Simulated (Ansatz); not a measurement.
I need a single point from an input written key by key of BH8NSi3, SMILES B[Si]1([SiH3])N[SiH2]1. Use Ansatz's Python interface. Use: Hartree-Fock, cc-pVDZ basis, multiplicity 1.

```yaml
atoms:
  - { symbol: B, position_ang: [-1.6422, -0.5817, 1.2494] }
  - { symbol: Si, position_ang: [-0.1185, -0.0272, 0.2261] }
  - { symbol: Si, position_ang: [1.7006, -1.2715, 0.2837] }
  - { symbol: N, position_ang: [-0.4667, 0.3500, -1.4827] }
  - { symbol: Si, position_ang: [-0.0382, 1.9216, -0.8307] }
  - { symbol: H, position_ang: [-2.6264, 0.1987, 1.2731] }
  - { symbol: H, position_ang: [-1.6871, -1.5674, 1.8135] }
  - { symbol: H, position_ang: [1.4857, -2.5814, -0.2773] }
  - { symbol: H, position_ang: [2.1749, -1.4017, 1.7358] }
  - { symbol: H, position_ang: [2.7932, -0.6168, -0.4628] }
  - { symbol: H, position_ang: [-1.5932, 0.3591, -1.5207] }
  - { symbol: H, position_ang: [1.2873, 2.3402, -1.3326] }
  - { symbol: H, position_ang: [-1.2491, 2.8435, -0.6598] }
```

`deck_bh8nsi3.py`:
```python
'''BH8NSi3 through the session interface.'''

import ansatz as az
import numpy as np
import pandas as pd

deck = {
    'crystal': {
        'periodic': [False, False, False],
        'atoms': [
            {'symbol': 'B', 'position_ang': [-1.6422, -0.5817, 1.2494]},
            {'symbol': 'Si', 'position_ang': [-0.1185, -0.0272, 0.2261]},
            {'symbol': 'Si', 'position_ang': [1.7006, -1.2715, 0.2837]},
            {'symbol': 'N', 'position_ang': [-0.4667, 0.35, -1.4827]},
            {'symbol': 'Si', 'position_ang': [-0.0382, 1.9216, -0.8307]},
            {'symbol': 'H', 'position_ang': [-2.6264, 0.1987, 1.2731]},
            {'symbol': 'H', 'position_ang': [-1.6871, -1.5674, 1.8135]},
            {'symbol': 'H', 'position_ang': [1.4857, -2.5814, -0.2773]},
            {'symbol': 'H', 'position_ang': [2.1749, -1.4017, 1.7358]},
            {'symbol': 'H', 'position_ang': [2.7932, -0.6168, -0.4628]},
            {'symbol': 'H', 'position_ang': [-1.5932, 0.3591, -1.5207]},
            {'symbol': 'H', 'position_ang': [1.2873, 2.3402, -1.3326]},
            {'symbol': 'H', 'position_ang': [-1.2491, 2.8435, -0.6598]},
        ],
    },
    'basis': {'gaussian': {'orbitals': 'cc-pVDZ'}},
    'hamiltonian': {'xc': 'hf'},
    'output': {'forces': True},
}
session = az.Session.from_dict(deck)
r = session.plan(threads=1).execute().report

for key in ('converged', 'free_energy_ev', 'reference_energy_ev', 'n_frozen', 'n_occupied', 'n_virtual'):
    print(f'{key:22s} {r[key]}')
symbols = ['B', 'Si', 'Si', 'N', 'Si', 'H', 'H', 'H', 'H', 'H', 'H', 'H', 'H']
field = r['mean_field']
print('<S^2> =', round(abs(field['state']['spin_squared']), 4), ' all-electron relativity setting:', field['relativity'])
print('passes:', field['passes'])
if 'symmetry' in field:
    print('occupied orbitals by irrep:', field['symmetry']['occupied'])

forces = np.array(r['forces_ev_ang'])
print('largest force', round(float(np.linalg.norm(forces, axis=1).max()), 4), 'eV/A, rms', round(float(np.sqrt((forces ** 2).mean())), 4))
charges = r['charge_distribution']
table = pd.DataFrame({'atom': symbols, 'mulliken': charges['mulliken_charges_e'], 'lowdin': charges['lowdin_charges_e']})
print(table.round(3).to_string())
print('dipole (e A):', np.round(charges['dipole_moment_e_ang'], 4) + 0.0)
```

`python deck_bh8nsi3.py` gives:
```text
converged              True
free_energy_ev         -25864.141141231325
reference_energy_ev    -25864.141141231325
n_frozen               0
n_occupied             [31, 31]
n_virtual              [91, 91]
<S^2> = 0.0  all-electron relativity setting: none
passes: {'evaluations': 11, 'products': 26}
occupied orbitals by irrep: [{'A': 31}, {'A': 31}]
largest force 5.2399 eV/A, rms 1.3221
   atom  mulliken  lowdin
0     B     0.030  -0.071
1    Si     0.167  -0.051
2    Si     0.381   0.235
3     N    -0.604  -0.041
4    Si     0.434   0.177
5     H    -0.029   0.005
6     H    -0.041  -0.020
7     H    -0.111  -0.069
8     H    -0.125  -0.069
9     H    -0.109  -0.065
10    H     0.165   0.076
11    H    -0.078  -0.054
12    H    -0.080  -0.053
dipole (e A): [-0.3065  0.2153  0.1154]
```

What to keep in mind:
- Total energies depend on the basis set; only differences at equal settings carry meaning.
- The geometry is a force-field or estimated start, not a minimum of this method, and the basis set is short of its limit.
- The Löwdin charges here are taken after orthogonalising the functions within each atom; they differ from plain Löwdin charges, and their signs can be unphysical.
- Finished in 4.3 s on 1 thread of Arm Neoverse V1 (shared host), peak memory 0.35 GiB.
